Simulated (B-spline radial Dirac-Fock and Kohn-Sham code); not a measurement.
# An X-ray data sheet for Hg³⁵⁺, step by step

Aim: for Hg³⁵⁺, compute its X-ray form factor and Compton profile and the binding energy of each subshell.

Program: B-spline radial Dirac-Fock and Kohn-Sham code, version 2. Model: a free atom or ion on a radial basis; each step names its model. All values are calculated, but those marked as tabulated.

**1. The atom as given**

Mercury as Hg³⁵⁺, [Kr] 4d9.

```yaml
nuclear_charge: 80
electrons: 45
mass_number: 202
nuclear_rms_radius: 5.4648 fm
```

Outer shells as boxes (Hund's rule, for the drawing alone; heavy ions are jj-coupled, and the calculation averages over the configuration):

```
[Kr] core
4d [↑↓][↑↓][↑↓][↑↓][↑ ]
```

**2. Scattering by the electron cloud**

Model: Dirac-Fock average of configuration, finite nucleus; form factor of the spherical density, Waller-Hartree incoherent function, impulse-approximation Compton profiles.

Recorded inputs:

```ini
task = scatter
Z = 80
charge = 35
configuration = 1s2 2s2 2p6 3s2 3p6 3d10 4s2 4p6 4d9
mass_number = 202
rms_radius = 5.4648  # fm
s = [0.0, 0.05, 0.1, 0.15, 0.2, 0.25, 0.3, 0.35, 0.4, 0.45, 0.5, 0.6, 0.7, 0.8, 0.9, 1.0, 1.1, 1.2, 1.4, 1.6, 1.8, 2.0, 2.5, 3.0, 3.5, 4.0, 5.0, 6.0]  # 1/A
pz = [0, 0.1, 0.2, 0.3, 0.4, 0.5, 0.6, 0.8, 1.0, 1.2, 1.4, 1.6, 1.8, 2.0, 2.5, 3.0, 4.0, 5.0, 7.0, 10.0, 15.0, 20.0, 30.0, 40.0, 60.0, 100.0]  # a.u.
photon_energy = [1000, 2000, 5000, 10000, 30000, 50000, 100000, 200000]  # eV
```

Main fields of the result record, rounded:

```text
{
  "status": "converged",
  "form_factor [e]": [45.0, 44.934, 44.738, 44.413, 43.965, 43.4, 42.725, 41.949, 41.084, 40.138, 39.125, 36.944, 34.636, 32.292, 29.993, 27.803, 25.771, 23.925, 20.834, 18.49, 16.729, 15.355, 12.647, 10.251, 8.2064, 6.7029, 5.083, 4.2979],
  "incoherent": [3.3555e-11, 0.054202, 0.21556, 0.48037, 0.84272, 1.2947, 1.8269, 2.4289, 3.0894, 3.7972, 4.5413, 6.0981, 7.6899, 9.2669, 10.799, 12.273, 13.685, 15.037, 17.577, 19.9, 21.992, 23.839, 27.494, 30.185, 32.316, 34.07, 36.779, 38.744],
  "compton_total [1/a.u.]": [2.2354, 2.2351, 2.2343, 2.2329, 2.2309, 2.2284, 2.2252, 2.2173, 2.207, 2.1944, 2.1794, 2.162, 2.1422, 2.1199, 2.0534, 1.9721, 1.7709, 1.5385, 1.0988, 0.69749, 0.40065, 0.23822, 0.094118, 0.043902, 0.01396, 0.0029458],
  "shells": ["1s1/2", "2s1/2", "2p1/2", "2p3/2", "3s1/2", "3p1/2", "3p3/2", "3d3/2", "3d5/2", "4s1/2", "4p1/2", "4p3/2", "4d3/2", "4d5/2"],
  "occupation": [2.0, 2.0, 2.0, 4.0, 2.0, 2.0, 4.0, 4.0, 6.0, 2.0, 2.0, 4.0, 3.6, 5.4],
  "mean_momentum [a.u.]": [86.983, 31.037, 40.735, 35.112, 15.767, 18.778, 17.133, 20.531, 19.973, 9.0921, 10.209, 9.6096, 10.829, 10.626],
  "r2 [bohr^2]": 3.5778,
  "r_inverse [1/bohr]": 568.02,
  "r1 [bohr]": 10.23,
  "coherent [b]": [1342.0, 1326.9, 1229.2, 971.15, 349.24, 175.54, 59.668, 17.908],
  "incoherent_cross_section [b]": [0.046584, 0.18339, 1.0516, 3.322, 10.891, 14.312, 16.752, 16.094],
  "radial_jk": {
    "4d": {"j0": [1.0, 0.99675, 0.98707, 0.97112, 0.94917, 0.92159, 0.88883, 0.85144, 0.81001, 0.76518, 0.71763, 0.61715, 0.51404, 0.41334, 0.31933, 0.23525, 0.16328, 0.10447, 0.025938, -0.0078945, -0.010693, 0.0033494, 0.047531, 0.05895, 0.043987, 0.023141, -0.0023717, -0.0076465], "j2": [0.0, 0.0012976, 0.0051586, 0.011488, 0.020133, 0.030883, 0.043482, 0.057631, 0.073002, 0.089243, 0.10599, 0.13956, 0.17093, 0.19772, 0.21813, 0.23104, 0.23606, 0.23343, 0.2087, 0.16676, 0.1189, 0.074372, 0.0062008, -0.0039899, 0.0099961, 0.023907, 0.029988, 0.021012], "j4": [0.0, 5.916e-07, 9.4163e-06, 4.7258e-05, 0.00014756, 0.00035467, 0.00072158, 0.0013072, 0.0021731, 0.0033807, 0.0049879, 0.0095962, 0.016283, 0.025123, 0.035953, 0.048379, 0.061819, 0.075569, 0.10103, 0.1195, 0.12782, 0.1255, 0.087202, 0.039061, 0.0085114, -0.0020809, 0.004961, 0.014269], "r2": 0.17643, "r4": 0.045824, "r6": 0.015857}
  }
}
```

The scattering functions against s = sin θ / λ:

```
s (1/Å)  f (e)  f / N    S(s)
      0  45.00  1.000       0
  0.100  44.74  0.994  0.2156
  0.200  43.96  0.977  0.8427
  0.300  42.72  0.949   1.827
  0.400  41.08  0.913   3.089
  0.500  39.13  0.869   4.541
  0.700  34.64  0.770   7.690
  0.900  29.99  0.667   10.80
   1.10  25.77  0.573   13.68
   1.40  20.83  0.463   17.58
   1.80  16.73  0.372   21.99
   2.50  12.65  0.281   27.49
   3.50  8.206  0.182   32.32
   5.00  5.083  0.113   36.78
```

**3. Hole states by ΔSCF**

Model: Dirac-Fock average of configuration, Delta-SCF, finite nucleus, first-order Breit with its frequency dependence, self-energy and vacuum polarisation.

Settings, as recorded:

```ini
task = binding
```

Main fields of the result record, rounded:

```text
{
  "status": "converged",
  "shells": ["K", "L1", "L2", "L3", "M1", "M2", "M3", "M4", "M5", "N1", "N2", "N3", "N4,5"],
  "total_energy_parts [Ha]": [-18975.273, 25.1494348, -2.65298678, -0.499743298, 19.0052797, -3.73547066],
  "koopmans [eV]": [85059.0, 16386.6, 15748.0, 13798.7, 5024.82, 4740.94, 4297.4, 3836.49, 3742.61, 2095.4, 1968.9, 1839.1, 1619.11],
  "dirac_coulomb [eV]": [84990.8, 16355.8, 15712.3, 13766.9, 5015.23, 4730.37, 4288.19, 3825.07, "-", 2093.72, 1967.13, 1837.6, 1617.52],
  "gaunt [eV]": [-329.09, -38.009, -64.472, -43.6518, -7.51273, -12.7008, -8.39274, -5.62841, "-", -2.17751, -3.57584, -2.3351, -1.17195],
  "retardation [eV]": [24.7683, 3.37199, 6.88196, 6.88377, 0.680875, 1.33195, 1.35009, 0.551151, "-", 0.23888, 0.419995, 0.421521, 0.193814],
  "breit_frequency [eV]": [6.09092, -0.507784, -0.0832911, 2.68935, -0.137844, -0.165785, 0.558506, -0.0590911, "-", -0.0418172, -0.057467, 0.163195, -0.00902725],
  "self_energy [eV]": [-197.949, -29.6484, -0.884889, -2.39921, -6.96407, -0.353333, -0.614195, 0.495771, "-", -2.04744, -0.096416, -0.176822, 0.0947164],
  "vacuum_polarisation [eV]": [41.071, 5.81249, 0.370439, -0.197886, 1.3357, 0.091506, -0.0580696, -0.0643919, "-", 0.39385, 0.0276355, -0.0175533, -0.0178343],
  "binding [eV]": [84535.7, 16296.8, 15654.1, 13730.2, 5002.63, 4718.58, 4281.04, 3820.37, "-", 2090.09, 1963.85, 1835.65, 1616.61],
  "mean_radius [bohr]": [0.016591, 0.0692347, 0.0570171, 0.0656504, 0.178771, 0.169326, 0.18449, 0.160796, 0.165411, 0.373925, 0.371999, 0.396153, 0.395682]
}
```

total_energy_parts: Dirac-Coulomb, Gaunt, retardation, frequency dependence, self-energy, vacuum polarisation. Blank entries are hole states that did not converge, or in which two open shells of one symmetry are about equally filled, where the average of configuration falls too low.

Each level as Koopmans' value plus corrections (eV):

```
     level       -ε  relaxation    Breit      QED  binding
    K (1s)  85059.0      -68.21  -298.23  -156.88  84535.7
   L1 (2s)  16386.6      -30.84   -35.14   -23.84  16296.8
L2 (2p1/2)  15748.0      -35.73   -57.67    -0.51  15654.1
L3 (2p3/2)  13798.7      -31.85   -34.08    -2.60  13730.2
   M1 (3s)   5024.8       -9.59    -6.97    -5.63   5002.6
M2 (3p1/2)   4740.9      -10.56   -11.53    -0.26   4718.6
M3 (3p3/2)   4297.4       -9.20    -6.48    -0.67   4281.0
M4 (3d3/2)   3836.5      -11.42    -5.14     0.43   3820.4
   N1 (4s)   2095.4       -1.68    -1.98    -1.65   2090.1
N2 (4p1/2)   1968.9       -1.77    -3.21    -0.07   1963.9
N3 (4p3/2)   1839.1       -1.50    -1.75    -0.19   1835.7
 N4,5 (4d)   1619.1       -1.59    -0.99     0.08   1616.6
```

Line energies follow by subtraction:

```
        line  energy (eV)
 Kβ2' (K-N3)      82700.1
Kβ2'' (K-N2)      82571.9
  Kβ1 (K-M3)      80254.7
  Kβ3 (K-M2)      79817.2
  Kα1 (K-L3)      70805.6
  Kα2 (K-L2)      68881.6
 Lγ3 (L1-N3)      14461.2
 Lγ2 (L1-N2)      14333.0
 Lγ5 (L2-N1)      13564.0
 Lβ3 (L1-M3)      12015.8
 Lβ1 (L2-M4)      11833.8
 Lβ6 (L3-N1)      11640.1
 Lβ4 (L1-M2)      11578.2
  Lη (L2-M1)      10651.5
```

**4. What came out**

| quantity | value |
| --- | --- |
| rms radius of the electron cloud | 0.282 bohr |
| form factor halves at | 1.3 1/Å |
| Compton profile at zero | 2.235 1/a.u. |
| deepest level listed, K (1s) | 84535.7 eV |
| least bound, N4,5 (4d) | 1616.6 eV |
| Kα1 | 70805.6 eV |
| ionisation energy, NIST (theoretical) | 1603.00 eV |

The form factor starts at the 45 electrons and halves by s = 1.3 1/Å. For K (1s), relaxation takes off 68.2 eV, Breit terms shift it by -298.23 and QED by -156.88 eV. NIST's ionisation energy differs by -13.61 eV from the least binding energy; the calculation averages open shells over their j components and terms. The Hartree-Fock and Dirac-Fock values hold no electron correlation.
